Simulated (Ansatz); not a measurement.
# W: sliding across a plane

The task, for W: slide the crystal rigidly across a (0 0 1) plane.

Method: DFT r2SCAN, scalar-relativistic, plane waves, PAW, in Ansatz 0.2.0.

## (1) The system as given

Symmetry: Fm-3m, No. 225, cubic system. The conventional cell has a = 4.060 Å, b = 4.060 Å, c = 4.060 Å, α = 90.00°, β = 90.00°, γ = 90.00°. W (site symmetry m-3m) has 12 W at 2.87 Å in its first shell of neighbours.

Structure file:

```
W
1.0
    -2.03000   -2.03000    0.00000
     2.03000   -2.03000    0.00000
     0.00000    0.00000   12.18000
W
6
Direct
  0.00000 0.00000 0.00000
  0.50000 0.50000 0.16667
  0.00000 0.00000 0.33333
  0.50000 0.50000 0.50000
  0.00000 0.00000 0.66667
  0.50000 0.50000 0.83333
```

No relaxation comes first: the listed cell is the starting point.

## (2) The reference: the undisturbed cell on the scan's mesh

Contents of input.yaml:

```yaml
crystal:
  lattice:
    - [-2.03, -2.03, 0.0]
    - [2.03, -2.03, 0.0]
    - [0.0, 0.0, 12.18]
  atoms:
    - { symbol: W, position: [0.0, 0.0, 0.0] }
    - { symbol: W, position: [0.5, 0.5, 0.1666666667] }
    - { symbol: W, position: [0.0, 0.0, 0.3333333333] }
    - { symbol: W, position: [0.5, 0.5, 0.5] }
    - { symbol: W, position: [0.0, 0.0, 0.6666666667] }
    - { symbol: W, position: [0.5, 0.5, 0.8333333333] }
basis:
  ecutwfc: 500
kpoints:
  mp_grid: { grid: [16, 16, 4] }
hamiltonian:
  xc: r2scan
scf:
  occupations: { method: gaussian, width: 0.15 }
output:
  forces: true
  stress: true
  eigenvalues: true
```

On the command line:

```sh
ansatz run input.yaml --threads 2 --pin off --max-ram 5120MiB --backend cpu --events-out ev --progress --plain --runs-dir out
```

## (3) The scan: sliding across a plane

The cut lies on the cell's a–b face, a (0 0 1) plane of area 8.24 Å², between layers 2.03 Å apart (W below, W above); the cell is 12.2 Å thick. Vector c is tilted by f times 1·a + 0·b (length 2.871 Å) with the atoms' Cartesian places fixed: one unrelaxed fault per cell.

## (4) Point f = 0.200

Contents of input.yaml:

```yaml
crystal:
  lattice:
    - [-2.03, -2.03, 0.0]
    - [2.03, -2.03, 0.0]
    - [-0.406, -0.406, 12.18]
  atoms:
    - { symbol: W, position: [-0.18333, 0.0, 0.91665] }
    - { symbol: W, position: [0.4833366667, 0.5, 0.0833166667] }
    - { symbol: W, position: [-0.0499966667, 0.0, 0.2499833333] }
    - { symbol: W, position: [0.41667, 0.5, 0.41665] }
    - { symbol: W, position: [-0.1166633333, 0.0, 0.5833166667] }
    - { symbol: W, position: [0.3500033333, 0.5, 0.7499833333] }
basis:
  ecutwfc: 500
kpoints:
  mp_grid: { grid: [16, 16, 4] }
hamiltonian:
  xc: r2scan
scf:
  occupations: { method: gaussian, width: 0.15 }
output:
  forces: true
  stress: true
  eigenvalues: true
```

## (5) f = 0.400

Contents of input.yaml:

```yaml
crystal:
  lattice:
    - [-2.03, -2.03, 0.0]
    - [2.03, -2.03, 0.0]
    - [-0.812, -0.812, 12.18]
  atoms:
    - { symbol: W, position: [-0.36666, 0.0, 0.91665] }
    - { symbol: W, position: [0.4666733333, 0.5, 0.0833166667] }
    - { symbol: W, position: [-0.0999933333, 0.0, 0.2499833333] }
    - { symbol: W, position: [0.33334, 0.5, 0.41665] }
    - { symbol: W, position: [-0.2333266667, 0.0, 0.5833166667] }
    - { symbol: W, position: [0.2000066667, 0.5, 0.7499833333] }
basis:
  ecutwfc: 500
kpoints:
  mp_grid: { grid: [16, 16, 4] }
hamiltonian:
  xc: r2scan
scf:
  occupations: { method: gaussian, width: 0.15 }
output:
  forces: true
  stress: true
  eigenvalues: true
```

## (6) f = 0.100

Contents of input.yaml:

```yaml
crystal:
  lattice:
    - [-2.03, -2.03, 0.0]
    - [2.03, -2.03, 0.0]
    - [-0.203, -0.203, 12.18]
  atoms:
    - { symbol: W, position: [-0.091665, 0.0, 0.91665] }
    - { symbol: W, position: [0.4916683333, 0.5, 0.0833166667] }
    - { symbol: W, position: [-0.0249983333, 0.0, 0.2499833333] }
    - { symbol: W, position: [0.458335, 0.5, 0.41665] }
    - { symbol: W, position: [-0.0583316667, 0.0, 0.5833166667] }
    - { symbol: W, position: [0.4250016667, 0.5, 0.7499833333] }
basis:
  ecutwfc: 500
kpoints:
  mp_grid: { grid: [16, 16, 4] }
hamiltonian:
  xc: r2scan
scf:
  occupations: { method: gaussian, width: 0.15 }
output:
  forces: true
  stress: true
  eigenvalues: true
```

## (7) At f = 0.300

Contents of input.yaml:

```yaml
crystal:
  lattice:
    - [-2.03, -2.03, 0.0]
    - [2.03, -2.03, 0.0]
    - [-0.609, -0.609, 12.18]
  atoms:
    - { symbol: W, position: [-0.274995, 0.0, 0.91665] }
    - { symbol: W, position: [0.475005, 0.5, 0.0833166667] }
    - { symbol: W, position: [-0.074995, 0.0, 0.2499833333] }
    - { symbol: W, position: [0.375005, 0.5, 0.41665] }
    - { symbol: W, position: [-0.174995, 0.0, 0.5833166667] }
    - { symbol: W, position: [0.275005, 0.5, 0.7499833333] }
basis:
  ecutwfc: 500
kpoints:
  mp_grid: { grid: [16, 16, 4] }
hamiltonian:
  xc: r2scan
scf:
  occupations: { method: gaussian, width: 0.15 }
output:
  forces: true
  stress: true
  eigenvalues: true
```

## (8) At f = 0.500

Contents of input.yaml:

```yaml
crystal:
  lattice:
    - [-2.03, -2.03, 0.0]
    - [2.03, -2.03, 0.0]
    - [-1.015, -1.015, 12.18]
  atoms:
    - { symbol: W, position: [-0.458325, 0.0, 0.91665] }
    - { symbol: W, position: [0.4583416667, 0.5, 0.0833166667] }
    - { symbol: W, position: [-0.1249916667, 0.0, 0.2499833333] }
    - { symbol: W, position: [0.291675, 0.5, 0.41665] }
    - { symbol: W, position: [-0.2916583333, 0.0, 0.5833166667] }
    - { symbol: W, position: [0.1250083333, 0.5, 0.7499833333] }
basis:
  ecutwfc: 500
kpoints:
  mp_grid: { grid: [16, 16, 4] }
hamiltonian:
  xc: r2scan
scf:
  occupations: { method: gaussian, width: 0.15 }
output:
  forces: true
  stress: true
  eigenvalues: true
```

(Steps that only read results are left out.)

Q: Predict the outcome of this session. Wanted: largest shear traction sampled.

As calculated:

| quantity | value |
| --- | --- |
| highest fault energy sampled | 2283 mJ/m² at f = 0.500 |
| largest shear traction sampled | 30.7 GPa |

**Reading.** The highest point computed is 2283 mJ/m², at f = 0.500; the true top can lie between points. The values are for rigid blocks: relaxation normal to the plane would bring them down. The runs treat W without spin-orbit coupling.
